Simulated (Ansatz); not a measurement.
**BPd4 in Ansatz: convergence with k mesh**

BPd4:

```xyz
5
Lattice="2.8920 0.0000 0.0000 0.0000 4.3650 0.0000 0.0000 0.0000 5.8563" Properties=species:S:1:pos:R:3 pbc="T T T"
Pd    1.4454   -0.0058    1.1594
Pd    0.0209   -0.0711    3.5470
Pd    0.0026    2.2637    1.8912
Pd    1.4519    2.1975    5.0629
B     1.4381   -0.0235    5.0676
```

The cell comes from a database or a generator and needn't be the stable form of this composition.

The cell isn't the ideal one: atoms moved at random, drawn with an rms of 0.05 Å.

```yaml
Program: Ansatz 0.2.0
Task: convergence study
Functional: LDA
Potentials_or_basis: Ansatz PAW earlier set
Cutoff: 760 eV
Density_cutoff: 3040 eV
k_mesh: 3 × 2 × 2
Occupations: cold, width 0.05 eV
Spin: no spin polarisation
```

These are the settings of the first run; the series varies k mesh, with any setting tied to it.

Hardware: 2 threads of Arm Neoverse V1 (shared host).

Problem. The values tried are 3 × 2 × 2, 4 × 3 × 2, 5 × 4 × 3, 7 × 5 × 4, 8 × 6 × 4, 10 × 7 × 5, 13 × 8 × 6, 15 × 10 × 8, loosest first. From which on does the pressure stay within 0.1 GPa of the tightest run that finished?

Solution. From 7 × 5 × 4 on.

| k mesh | energy less the tightest run, at zero smearing (meV/atom) | pressure (GPa) | largest force (eV/Å) | SCF cycles | CPU time (s) | peak memory (GiB) |
| --- | --- | --- | --- | --- | --- | --- |
| 3 × 2 × 2 | 26.04 | -13.20 | 1.381 | 10 | 6.5 | 0.35 |
| 4 × 3 × 2 | -5.18 | -13.37 | 1.167 | 10 | 12 | 0.36 |
| 5 × 4 × 3 | 5.84 | -13.16 | 1.364 | 10 | 28 | 0.43 |
| 7 × 5 × 4 | -0.66 | -13.28 | 1.338 | 9 | 60 | 0.6 |
| 8 × 6 × 4 | 1.25 | -13.35 | 1.316 | 10 | 95 | 0.72 |
| 10 × 7 × 5 | 0.66 | -13.27 | 1.339 | 10 | 170 | 1 |
| 13 × 8 × 6 | -0.01 | -13.29 | 1.324 | 9 | 270 | 1.6 |
| 15 × 10 × 8 | 0.00 | -13.30 | 1.325 | 9 | 570 | 2.8 |

Against the tightest run, the energy stays within 1 meV/atom from 10 × 7 × 5 on; the largest force stays within 0.005 eV/Å from 13 × 8 × 6 on. Meshes of other sizes hit other points, so gaps and Fermi surfaces needn't settle smoothly. The tightest run that finished is the yardstick and may itself not be fully converged.

Caveat, for the tightest run too: the PAW data sets come from PBE, with cores solved anew for the run's functional, which leaves a small shift of forces and pressure.
